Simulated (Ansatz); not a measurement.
A nudged elastic band was laid between two geometries of a periodic cell of 17 atoms, Na₁₆Li (host Na, host structure bcc, interstitial Li).

Method: Ansatz 0.2.0, DFT PBE, scalar-relativistic, plane waves, PAW. Settings: cutoff 420 eV, k mesh 2x2x2, gaussian smearing 0.05 eV, no spin polarisation.

```json
{"movable images": "3", "climbing image": "yes", "spring": "5.0 eV/Å²", "optimiser": "quadratic models (default)", "start path": "default", "force threshold": "0.2 eV/Å", "iteration limit": "50", "end points": "relaxed"}
```

First end point:

```xyz
17
Lattice="8.4600 0.0000 0.0000 0.0000 8.4600 0.0000 0.0000 0.0000 8.4600" Properties=species:S:1:pos:R:3
Na 0.264 -0.024 0.341
Na 3.898 -0.026 -0.081
Na 0.094 4.278 -0.133
Na -0.162 0.027 3.960
Na 2.042 2.554 1.948
Na 4.036 4.266 -0.396
Na 4.853 -0.002 4.957
Na 5.858 1.967 2.076
Na -0.224 4.180 4.176
Na 2.077 5.950 2.083
Na 1.990 1.888 6.042
Na 4.193 4.150 4.414
Na 5.872 6.468 2.117
Na 6.619 2.022 6.708
Na 2.000 6.561 5.975
Na 6.621 6.429 6.653
Li 2.863 0.074 3.029
```

Last end point:

```xyz
17
Lattice="8.4600 0.0000 0.0000 0.0000 8.4600 0.0000 0.0000 0.0000 8.4600" Properties=species:S:1:pos:R:3
Na -0.716 -0.125 -0.622
Na 4.280 0.063 0.328
Na -0.144 4.454 -0.006
Na 0.227 -0.062 4.399
Na 2.044 2.508 2.145
Na 4.568 4.176 0.190
Na 3.947 0.117 3.995
Na 6.752 1.934 2.160
Na 0.061 4.339 4.496
Na 2.356 5.912 2.299
Na 2.044 1.989 6.766
Na 4.355 4.055 4.172
Na 6.582 6.547 2.241
Na 6.177 2.087 6.151
Na 2.226 6.499 6.720
Na 5.934 6.408 6.072
Li 1.192 -0.148 1.352
```

(1) Which bonds break or form, and what moves?

(2) What energy profile does the band end with?

(3) What is the geometry of the highest image?

Answers

(1) The atom that moves furthest is Li17, by 2.38 Å; four of its nearest neighbours are Na7 2.77, Na5 2.83, Na10 2.86, Na4 3.16 Å at the first end and Na1 2.75, Na10 2.83, Na5 2.90, Na4 3.20 Å at the last.

(2) The run converged. The highest image is number 2 of 0 to 4, 0.214 eV above the first end and 0.222 eV above the last; the last end lies 0.008 eV below the first. The threshold of 0.2 eV/Å is loose, so the images may lie well off the minimum-energy path. The order of the point at the top wasn't checked. Another band between the same ends, with other settings, climbed to 0.024 eV only, so this figure is probably too high. Limits of this set-up: coarse k mesh, a small cell, in which the defect meets its images, a typed lattice constant that wasn't relaxed here.

| image | path coordinate (Å) | energy (eV) | Na1–Na5 (Å) | Na1–Na10 (Å) | Na3–Na14 (Å) |
| --- | --- | --- | --- | --- | --- |
| 0 | 0.00 | 0.000 | 3.52 | 3.54 | 3.38 |
| 1 | 0.98 | 0.107 | 3.80 | 3.85 | 3.52 |
| 2 | 1.96 | 0.214 | 4.09 | 4.18 | 3.65 |
| 3 | 2.93 | 0.112 | 4.38 | 4.51 | 3.79 |
| 4 | 3.90 | -0.008 | 4.71 | 4.88 | 3.93 |

(3) 
```xyz
17
Lattice="8.4600 0.0000 0.0000 0.0000 8.4600 0.0000 0.0000 0.0000 8.4600" Properties=species:S:1:pos:R:3
Na -0.160 -0.075 -0.081
Na 4.135 0.019 0.077
Na -0.048 4.367 -0.079
Na -0.027 -0.016 4.238
Na 2.050 2.634 2.047
Na 4.311 4.220 -0.112
Na 4.328 0.061 4.401
Na 6.320 1.964 2.114
Na -0.092 4.260 4.345
Na 2.223 5.812 2.188
Na 2.019 1.952 6.406
Na 4.291 4.101 4.319
Na 6.232 6.496 2.176
Na 6.393 2.034 6.428
Na 2.115 6.517 6.342
Na 6.272 6.438 6.358
Li 2.025 -0.025 2.199
```

Time of the run: 89 s on 4 threads of Intel(R) Xeon(R) Platinum 8488C (Sapphire Rapids), on a shared host, peak memory 2 GiB.
